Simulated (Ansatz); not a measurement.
# Si6Sn8Ge5C: the cost of one run

All numbers below are computed with Ansatz 0.2.0 (DFT PBEsol, scalar-relativistic, plane waves, PAW).

### Step 1. Starting point

The cell holds 20 atoms (CGe5Si6Sn8): a = 7.219 Å, b = 7.219 Å, c = 11.027 Å, α = 83.74°, β = 70.89°, γ = 70.53°.

The sites of an ideal diamond lattice, at a guessed lattice constant, take 5 Ge, 1 C, 6 Si, 8 Sn (sublattices apart by semicolons), with a shake of 0.02 Å. Warren-Cowley parameters of the first shell (negative: unlike neighbours preferred): C-Ge +0.00, C-Si +0.17, C-Sn -0.25, Ge-Si +0.00, Ge-Sn -0.12, Si-Sn +0.06. In a cell this small the draw can fall short of the order aimed at.

The coordinates stand in the first input below.

### Step 2. Relaxation without symmetry, coarse mesh

A cheap relaxation: coarse mesh, no symmetry, loose thresholds.

input.yaml reads:

```yaml
crystal:
  lattice:
    - [2.94698053, 2.94698053, 5.89396106]
    - [-2.94698053, -2.94698053, 5.89396106]
    - [8.84094159, -5.89396106, 2.94698053]
  atoms:
    - { symbol: C, position: [0.0769967198, 0.3746119949, 0.5989701096] }
    - { symbol: Si, position: [0.0941918638, 0.5108422829, 0.8000207147] }
    - { symbol: Si, position: [0.6018025132, 0.0027969034, 0.7962131277] }
    - { symbol: Si, position: [0.0035868278, 0.9983069761, 0.9955067673] }
    - { symbol: Si, position: [0.7990079581, 0.9999850197, 0.4019508356] }
    - { symbol: Si, position: [0.3767167422, 0.8770769963, 0.005545697] }
    - { symbol: Si, position: [0.8732252721, 0.3768966336, 0.9977096631] }
    - { symbol: Ge, position: [0.7000421176, 0.4945942003, 0.6015152075] }
    - { symbol: Ge, position: [0.8941330694, 0.504083668, 0.2009693508] }
    - { symbol: Ge, position: [0.4740328608, 0.3714696749, 0.7999485727] }
    - { symbol: Ge, position: [0.9707304883, 0.8776101228, 0.8017961651] }
    - { symbol: Ge, position: [0.2740946753, 0.3788420166, 0.200037789] }
    - { symbol: Sn, position: [0.2019325679, 0.9978807523, 0.5998268551] }
    - { symbol: Sn, position: [0.3974042649, 0.0017039247, 0.2012576405] }
    - { symbol: Sn, position: [0.3000098738, 0.5002075802, 0.3996744496] }
    - { symbol: Sn, position: [0.5006114646, 0.503767376, 0.9989016638] }
    - { symbol: Sn, position: [0.5805516202, 0.8781396356, 0.5983659121] }
    - { symbol: Sn, position: [0.767669165, 0.8802398337, 0.1988022649] }
    - { symbol: Sn, position: [0.6756789449, 0.3758947851, 0.3982361247] }
    - { symbol: Sn, position: [0.1744195751, 0.8763311915, 0.4013500588] }
  symmetry: { detect: false }
basis:
  ecutwfc: 420
kpoints:
  mp_grid: { grid: [2, 2, 2], shift: [0.5, 0.5, 0.5] }
hamiltonian:
  xc: pbesol
scf:
  occupations: { method: gaussian, width: 0.1 }
  lower_state_search: "off"
output:
  forces: true
  stress: true
  eigenvalues: true
relax:
  adjacent_minimum: "off"
  f_tol: 0.04
  max_steps: 50
  cell: { stress_tol: 0.3 }
```

On the command line:

```console
$ ansatz run input.yaml --threads 4 --pin off --max-ram 9216MiB --backend cpu --events-out ev --progress --plain --runs-dir out
```

Q: Estimate wall time and peak memory on 4 threads of Arm Neoverse V1, shared host.

About 1.8 min, with a peak of 1.5 GiB.
